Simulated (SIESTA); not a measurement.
Here is a SIESTA 5.4.2 calculation.

Ta3AsAu2O13.fdf

```
SystemName                      Ta3AsAu2O13
SystemLabel                     Ta3AsAu2O13
NumberOfSpecies                 4
NumberOfAtoms                   19
%block ChemicalSpeciesLabel
  1  73 Ta
  2  33 As
  3  79 Au
  4   8 O
%endblock ChemicalSpeciesLabel

LatticeConstant                 1.0 Ang
%block LatticeVectors
     5.4520400000     0.0000000000     0.0000000000
    -2.7260200000     4.7216100000     0.0000000000
     0.0000000000     0.0000000000     9.5790200000
%endblock LatticeVectors
AtomicCoordinatesFormat         Fractional
%block AtomicCoordinatesAndAtomicSpecies
     0.0000000000     0.0000000000     0.1940800000  1  Ta
     0.0000000000     0.0000000000     0.8059200000  1  Ta
     0.6666700000     0.3333300000     0.0000000000  1  Ta
     0.0000000000     0.0000000000     0.5000000000  2  As
     0.3333300000     0.6666700000     0.2742800000  3  Au
     0.3333300000     0.6666700000     0.7257200000  3  Au
     0.0000000000     0.0000000000     0.0000000000  4  O
     0.2394700000     0.9712900000     0.3640200000  4  O
     0.0287100000     0.2681800000     0.3640200000  4  O
     0.7318200000     0.7605300000     0.3640200000  4  O
     0.2394700000     0.9712900000     0.6359800000  4  O
     0.0287100000     0.2681800000     0.6359800000  4  O
     0.7318200000     0.7605300000     0.6359800000  4  O
     0.3845200000     0.3342500000     0.8584400000  4  O
     0.6657500000     0.0502600000     0.8584400000  4  O
     0.9497400000     0.6154800000     0.8584400000  4  O
     0.3845200000     0.3342500000     0.1415600000  4  O
     0.6657500000     0.0502600000     0.1415600000  4  O
     0.9497400000     0.6154800000     0.1415600000  4  O
%endblock AtomicCoordinatesAndAtomicSpecies

%block kgrid.MonkhorstPack
    6   0   0  0.0
    0   6   0  0.0
    0   0   3  0.0
%endblock kgrid.MonkhorstPack
XC.Functional                   GGA
XC.Authors                      PBE
PAO.BasisSize                   DZP
PAO.EnergyShift                 0.003 Ry
Mesh.Cutoff                     800 Ry
OccupationFunction              FD
ElectronicTemperature           0.05 eV
MaxSCFIterations                120
SCF.MustConverge                false
SCF.Mixer.Method                Pulay
SCF.Mixer.Weight                0.25
SCF.Mixer.History               8
SCF.DM.Tolerance                5.0e-05
SCF.H.Tolerance                 1.0e-03 eV
WriteForces                     true
Charge.Mulliken                 end
BandLinesScale                  ReciprocalLatticeVectors
%block BandLines
    1    0.000000   0.000000   0.000000  \Gamma
   12    0.500000   0.000000   0.000000  M
    7    0.333333   0.333333   0.000000  K
   13    0.000000   0.000000   0.000000  \Gamma
    6    0.000000   0.000000   0.500000  A
   12    0.500000   0.000000   0.500000  L
    7    0.333333   0.333333   0.500000  H
   13    0.000000   0.000000   0.500000  A
    1    0.500000   0.000000   0.500000  L
    6    0.500000   0.000000   0.000000  M
    1    0.333333   0.333333   0.000000  K
    6    0.333333   0.333333   0.500000  H
%endblock BandLines
%block PAO.Basis
  Ta 5
  n=5 0 2
    3.138 0.000
  n=6 0 2
    7.733 0.000
  n=5 1 2
    3.782 0.000
  n=6 1 1
    7.733
  n=5 2 2
    7.181 0.000
  As 4
  n=4 0 2
    5.512 0.000
  n=4 1 2
    7.356 0.000
  n=3 2 2
    2.890 0.000
  n=4 2 1
    7.356
  Au 5
  n=5 0 2
    2.662 0.000
  n=6 0 2
    7.025 0.000
  n=5 1 2
    3.170 0.000
  n=6 1 1
    7.025
  n=5 2 2
    5.458 0.000
%endblock PAO.Basis
Diag.ParallelOverK              true
```

Potentials or basis: PseudoDojo 0.4 standard (PBE files), DZP (energy shift 0.003 Ry; two zetas on semicore shells).

Command:

```bash
$ mpirun -n 4 siesta Ta3AsAu2O13.fdf > Ta3AsAu2O13.out 2>&1
```

(1) Estimate the pressure.

(2) Predict the largest force.

(3) What does it give for the band gap on the k mesh?

## Answers

(1) 4.4 GPa.

(2) 0.601 eV/Å.

(3) none (metal or under the smearing width).

Caveat: short orbitals over semicore shells can move pressures by several GPa; spin-orbit coupling is left out, which moves the levels of the heavy elements; the basis of atomic orbitals isn't converged, which shifts pressures, moduli and gaps.
